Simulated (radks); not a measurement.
# Br²⁰⁺ in [Ne] 3s2 3p3: an all-electron calculation

Aim: the levels, the sizes of the orbitals and the parts of the energy of the bromine ion Br20+.

The numbers are computed with radks (a radial shooting solver on a logarithmic mesh, Libxc functionals) version 1 (Dirac Kohn-Sham, B86b exchange with PBE correlation, spin-unpolarised, spherical densities, finite nucleus; open shells fill j = l - 1/2 first), except any that are marked as measured or tabulated.

### 1 The system

- element: bromine (Z = 35)
- charge: +20
- electrons: 15
- configuration: [Ne] 3s2 3p3
- nuclear rms radius: 4.1629 fm

### 2 The calculation

Input:

```text
Z 35
configuration [Ne] 3s2 3p3 4s0 3d0
relativity Dirac
functional b86_mgc,pbe
spin unpolarised
j_filling energy
nucleus finite rms 4.1629 fm
c 137.035999084
```

The run is started by

```
> python run_ks.py task.json out
```

This one command runs every case of the session in turn.

Q: Predict the outcome of this run.

**Answer**, as computed:

```
                        quantity                    value
                    total energy      -2371.51967 hartree
exchange-correlation share of it                   2.80 %
                            −T/E                   1.0285
          highest occupied level        3p3/2, -836.44 eV
    most extended occupied level  3s1/2, <r> = 0.476 bohr
 radius at density 0.001 e/bohr³                1.23 bohr
    maxima of the radial density                        3
         ionisation energy, NIST       870 (semi-emp.) eV
```

What this shows: The radial density shows 3 maxima for 3 occupied principal shells. Relativity lifts −T/E to 1.029. The top level binds by 836.44 eV, 96 % of the NIST ionisation energy of 870 eV. Spin polarisation and multiplet splitting are left out.
